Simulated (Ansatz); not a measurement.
# SiC5: the cost of one run

Computed with Ansatz 0.2.0 (DFT PBE, scalar-relativistic, plane waves, PAW, unless a step's input says otherwise).

1 further run of the same task is left out (it didn't finish).

## 1. The structure to begin with

It takes space group P-6m2 (No. 187, hexagonal). The conventional cell has a = 2.661 Å, b = 2.661 Å, c = 12.923 Å, α = 90.00°, β = 90.00°, γ = 120.00°. Si (site symmetry -6m2) is surrounded by 6 C at 2.65 Å and 6 Si at 2.66 Å. Around C (site symmetry 3m) lie 12 C at 2.65 to 2.66 Å. C (site symmetry 3m) has 9 C at 2.65 to 2.66 Å and 3 Si at 2.65 Å as nearest neighbours. C (site symmetry -6m2) is surrounded by 12 C at 2.65 to 2.66 Å.

Coordinates:

```cif
data_structure
_symmetry_space_group_name_H-M 'P 1'
_symmetry_Int_Tables_number 1
_cell_length_a 2.6613
_cell_length_b 2.6613
_cell_length_c 12.9233
_cell_angle_alpha 90.000
_cell_angle_beta 90.000
_cell_angle_gamma 120.000
_cell_volume 79.27
loop_
_atom_site_label
_atom_site_type_symbol
_atom_site_fract_x
_atom_site_fract_y
_atom_site_fract_z
_atom_site_occupancy
Si1 Si 0.33333 0.66667 0.00000 1
C1 C 0.33333 0.66667 0.33333 1
C2 C 0.33333 0.66667 0.66667 1
C3 C 0.66667 0.33333 0.16667 1
C4 C 0.66667 0.33333 0.50000 1
C5 C 0.66667 0.33333 0.83333 1
```

The start is an ordering of an alloy on its end members' structure types: elements ordered on the sites of the La type, Si/C on La (P-6m2, No. 187).

## 2. A first look at the guess

Input file input.yaml:

```yaml
crystal:
  lattice:
    - [2.6612997, 0.0, 0.0]
    - [-1.33064985, 2.30475315, 0.0]
    - [0.0, 0.0, 12.92326452]
  atoms:
    - { symbol: Si, position: [0.33333333, 0.66666667, 0.0] }
    - { symbol: C, position: [0.33333333, 0.66666667, 0.33333333] }
    - { symbol: C, position: [0.33333333, 0.66666667, 0.66666667] }
    - { symbol: C, position: [0.66666667, 0.33333333, 0.16666667] }
    - { symbol: C, position: [0.66666667, 0.33333333, 0.5] }
    - { symbol: C, position: [0.66666667, 0.33333333, 0.83333333] }
basis:
  ecutwfc: 420
kpoints:
  mp_grid: { grid: [6, 6, 2] }
hamiltonian:
  xc: pbe
scf:
  occupations: { method: gaussian, width: 0.1 }
  lower_state_search: "off"
output:
  forces: true
  stress: true
  eigenvalues: true
```

Started as:

```bash
$ ansatz run input.yaml --threads 1 --pin off --max-ram 2560MiB --backend cpu --events-out ev --progress --plain --runs-dir out
```

**Question.** How long does this run take on 1 thread of Intel Xeon at 2.50GHz (Skylake/Cascade Lake), shared host, and how much memory does it need?

About 5.1 s, with a peak of 0.35 GiB.
